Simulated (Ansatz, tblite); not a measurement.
**[closo-1-(Cl)B6H5]2- (B₆H₅Cl (-2)): rung by rung**

Aim: run the singlet of [closo-1-(Cl)B6H5]2- (B₆H₅Cl (-2)) at one geometry on many levels, and compare frontier levels, spin and run time.

Computed with Ansatz 0.2.0, Gaussian basis. Level: as each input shows.

The runs, in order: GFN1-xTB, GFN2-xTB, PBE-D4/def2-TZVPD, r2SCAN-D4/def2-TZVPD, PBE-QIDH/def2-TZVPD, ωB97M-V/def2-TZVPD, B3LYP-D4/def2-TZVPD, PBE-D4/def2-SVPD, PBE0-D4/def2-SVPD, HF/STO-3G, HF/6-31G, B3LYP-D4/6-31G, CCSD(T)/def2-SVPD, MP2/def2-TZVPD, RPA/def2-TZVPD.

2 further runs of the same task are left out: 1 that didn't finish, 1 set aside as unsound or not needed.

### 1 The structure

The geometry is that of the singlet, from an earlier relaxation (PBE-D4/def2-SVPD).

12 atoms, charge -2, spin multiplicity 1.

Bond lengths: B1–B2 1.726 Å, B1–B3 1.726 Å, B1–B5 1.726 Å, B1–B6 1.726 Å, B1–Cl7 1.907 Å, B2–B3 1.757 Å, B2–B4 1.741 Å, B2–B5 1.757 Å, B2–H8 1.228 Å, B3–B4 1.741 Å, B3–B6 1.757 Å, B3–H9 1.228 Å, B4–B5 1.741 Å, B4–B6 1.741 Å, B4–H10 1.229 Å, B5–B6 1.757 Å, B5–H11 1.228 Å, B6–H12 1.228 Å. Angles: B2–B1–B3 61.2°, B2–B1–B5 61.2°, B2–B1–B6 92.1°, B2–B1–Cl7 134.0°, B3–B1–B5 92.1°, B3–B1–B6 61.2°, B3–B1–Cl7 134.0°, B5–B1–B6 61.2°, B5–B1–Cl7 134.0°, B6–B1–Cl7 134.0°, B1–B2–B3 59.4°, B1–B2–B4 88.4°, B1–B2–B5 59.4°, B1–B2–H8 135.4°, B3–B2–B4 59.7°, B3–B2–B5 90.0°, B3–B2–H8 135.0°, B4–B2–B5 59.7° and more.

As a file:

```xyz
12

B     0.30651    0.91922   -0.60119
B    -1.17039    0.40137    0.12612
B     0.29775    0.53671    1.08171
B    -0.34344   -1.02995    0.67351
B    -0.32871   -0.62953   -1.02102
B     1.13948   -0.49410   -0.06539
Cl    0.81922    2.45683   -1.60669
H    -2.30842    0.85546    0.21328
H     0.61125    1.12469    2.11364
H    -0.67383   -2.02081    1.32157
H    -0.63455   -1.19457   -2.06796
H     2.28512   -0.92533   -0.16756
```

The ion is computed in the gas phase, without counter-ions or solvent.

PBE0-D4/def2-TZVPD was run before; its log isn't repeated, and its numbers join the tables.

### 2 GFN1-xTB

Tight binding, by tblite at 300 K electronic temperature and without a spin-polarisation term:

```python
tblite.interface.Calculator('GFN1-xTB', numbers, positions, charge=-2, uhf=0).singlepoint()
```

Energy -427.0472 eV, HOMO -0.23 eV, LUMO 5.21 eV; 0.022 s.

### 3 GFN2-xTB

Tight binding, by tblite at 300 K electronic temperature and without a spin-polarisation term:

```python
tblite.interface.Calculator('GFN2-xTB', numbers, positions, charge=-2, uhf=0).singlepoint()
```

Energy -399.4787 eV, HOMO 2.02 eV, LUMO 7.99 eV; 0.023 s.

### 4 PBE-D4/def2-TZVPD

start.molden holds the orbitals of an earlier run on this state, given as this run's starting guess.

Input file in.yaml:

```yaml
crystal:
  periodic: [false, false, false]
  atoms:
    - {symbol: B, position_ang: [0.306513, 0.919221, -0.601189]}
    - {symbol: B, position_ang: [-1.170393, 0.401372, 0.126118]}
    - {symbol: B, position_ang: [0.297748, 0.536708, 1.081710]}
    - {symbol: B, position_ang: [-0.343438, -1.029946, 0.673508]}
    - {symbol: B, position_ang: [-0.328706, -0.629529, -1.021024]}
    - {symbol: B, position_ang: [1.139480, -0.494095, -0.065392]}
    - {symbol: Cl, position_ang: [0.819222, 2.456832, -1.606694]}
    - {symbol: H, position_ang: [-2.308417, 0.855460, 0.213278]}
    - {symbol: H, position_ang: [0.611248, 1.124691, 2.113645]}
    - {symbol: H, position_ang: [-0.673831, -2.020815, 1.321568]}
    - {symbol: H, position_ang: [-0.634549, -1.194569, -2.067963]}
    - {symbol: H, position_ang: [2.285123, -0.925330, -0.167565]}
basis:
  gaussian: {orbitals: def2-TZVPD, initial_orbitals: start.molden}
total_charge: -2
hamiltonian: {xc: pbe, dispersion: d4}
scf: {omitted_lower_state_checks: [starts]}
output: {orbitals: {seedname: orbitals}}
```

Run with:

```console
$ ansatz run in.yaml --threads 4 --pin off --events-out ev --progress --plain --max-ram 4787MiB
```

After this run come: r2SCAN-D4/def2-TZVPD; PBE-QIDH/def2-TZVPD; ωB97M-V/def2-TZVPD; B3LYP-D4/def2-TZVPD; PBE-D4/def2-SVPD; PBE0-D4/def2-SVPD; HF/STO-3G; HF/6-31G; B3LYP-D4/6-31G; CCSD(T)/def2-SVPD; MP2/def2-TZVPD; RPA/def2-TZVPD.

**Question.** What will the summary of the whole plan be? Wanted: gap in def2-TZVPD, named functionals, smallest and largest; correlation energy, CCSD(T)/def2-SVPD; correlation energy, MP2/def2-TZVPD; PBE0 total energy, smallest basis above largest.

The runs gave:

| quantity | value |
| --- | --- |
| gap in def2-TZVPD, named functionals, smallest and largest | 1.92 eV (PBE-D4), 5.44 eV (ωB97M-V) |
| correlation energy, CCSD(T)/def2-SVPD | -23.13 eV |
| correlation energy, MP2/def2-TZVPD | -24.41 eV |
| PBE0 total energy, smallest basis above largest | 7.93 eV (def2-SVPD, def2-TZVPD) |

In words: Over the named functionals in def2-TZVPD the gap runs from 1.92 eV (PBE-D4) to 5.44 eV (ωB97M-V); exact exchange widens it. PBE-D4, r2SCAN-D4, B3LYP-D4, PBE0-D4, ωB97M-V put the HOMO above zero: the outermost electron is held by the basis alone.
